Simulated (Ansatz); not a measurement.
## NaY3 under changes of volume

One of the cells (32.645 Å³/atom); the others are scaled copies at fixed shape and fractional positions:

```
Y Na
1.0
    -2.43562    2.43562    5.50291
     2.43562   -2.43562    5.50291
     2.43562    2.43562   -5.50291
Y Na
3 1
Direct
  0.50000 0.50000 0.00000
  0.25000 0.75000 0.50000
  0.75000 0.25000 0.50000
  0.00000 0.00000 0.00000
```

The cell comes from a database or a generator and needn't be the stable form of this composition.

```yaml
Program: Ansatz 0.2.0
Functional: PBE
Potentials_or_basis: Ansatz PAW
Cutoff: "420 eV (not typed: the program's choice for these potentials)"
k_mesh: 8 × 8 × 8
Occupations: fermi-dirac, width 0.05 eV
Spin: no spin polarisation
```

```tsv
volume (Å³/atom)	energy over the lowest point (meV/atom)	pressure (GPa)
30.686	9.70	1.9
31.339	3.65	1.2
31.992	?	?
32.645	0.00	-0.1
33.298	1.94	-0.7
33.950	6.12	-1.2
34.603	12.33	-1.7
```

**Question.** What does the run at 31.992 Å³/atom give?

**Answer.** Energy over the lowest point 0.49 meV/atom; pressure 0.5 GPa.

Worked out: A Birch-Murnaghan fit of order 3 (a polynomial in V^(-2/3)) to the other rows has its minimum at 32.44 Å³/atom with B0 = V·E''(V) = 30 GPa and B' = 3.3 at fixed shape and positions, which overstates the stiffness. It gives 0.50 meV/atom at 31.992 Å³/atom, against the run's 0.49, and -dE/dV = 0.4 GPa, against 0.5.

Energies are extrapolated to zero smearing.
